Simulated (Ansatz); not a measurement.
Task: a polarisability from point charges of C2H6GeSe, SMILES [SeH][CH]1[CH2][GeH2]1, with the Python package of Ansatz (0.2.0). Give the script and its output. Use (for the species named): MP2, def2-SVP basis, multiplicity 1.

Input file `c2h6gese.xyz`:
```text
10

Se   -1.85020    0.25670   -1.13950
C    -0.08280    0.57370   -0.51410
C     0.74300   -0.60630   -0.61400
Ge    0.28550   -0.23040    1.25580
H    -2.39590    1.45260   -0.29160
H     0.42630    1.56850   -0.66990
H     1.87300   -0.38310   -0.78790
H     0.34290   -1.49460   -1.04660
H    -0.73480   -1.36980    1.73400
H     1.47630    0.18150    2.07670
```

`c2h6gese.py`:
```python
"""Response of C2H6GeSe to a pair of distant point charges."""

from dataclasses import dataclass

import ansatz as az
import numpy as np


@dataclass(frozen=True)
class Options:
    basis: str = "def2-SVP"
    level: str = "mp2"


opts = Options()

system = az.Crystal.molecule_from_extxyz("c2h6gese.xyz")

job = (
    system.calculation()
    .basis(gaussian=opts.basis)
    .correlation(opts.level)
    .forces()
)
# charges +q and -q at -R and +R make a nearly even field 2 k q / R^2 at the centre
centre = np.mean([site.position_ang for site in system.cartesian_sites], axis=0)
field = 2 * 14.399645 * 4.0 / 25.0 ** 2


def dipole(axis, sign):
    arm = 25.0 * np.eye(3)[axis]
    pair = [{"charge": sign * 4.0, "position_ang": (centre - arm).tolist()}, {"charge": -sign * 4.0, "position_ang": (centre + arm).tolist()}]
    deck = job.input().set(az.key.basis.gaussian.point_charges, pair)
    return np.array(az.Session.from_dict(deck).plan().execute().report["charge_distribution"]["dipole_moment_e_ang"])


print(f"field {field:.4f} V/A")
alpha = np.array([(dipole(axis, 1) - dipole(axis, -1)) / (2 * field) * 14.399645 for axis in range(3)])
print("polarisability tensor (A^3)")
print(np.array2string(alpha, precision=3, suppress_small=True))
print(f"mean {np.trace(alpha) / 3:.3f} A^3 = {np.trace(alpha) / 3 / 0.14818471:.2f} bohr^3")
```

```console
$ python c2h6gese.py
field 0.1843 V/A
polarisability tensor (A^3)
[[11.117 -0.502  1.353]
 [-0.479  8.751 -0.096]
 [ 1.343 -0.088 12.086]]
mean 10.651 A^3 = 71.88 bohr^3
```

The geometry is a force-field or estimated start, not a minimum of this method, and the basis set is short of its limit. The field of two point charges is only nearly even. Without diffuse functions polarisabilities are unreliable, as a rule too low, and they change with the bond lengths of this unrelaxed start. Run time: 67 s on 1 thread of Arm Neoverse V1, with other jobs on the host, peak memory 0.41 GiB.
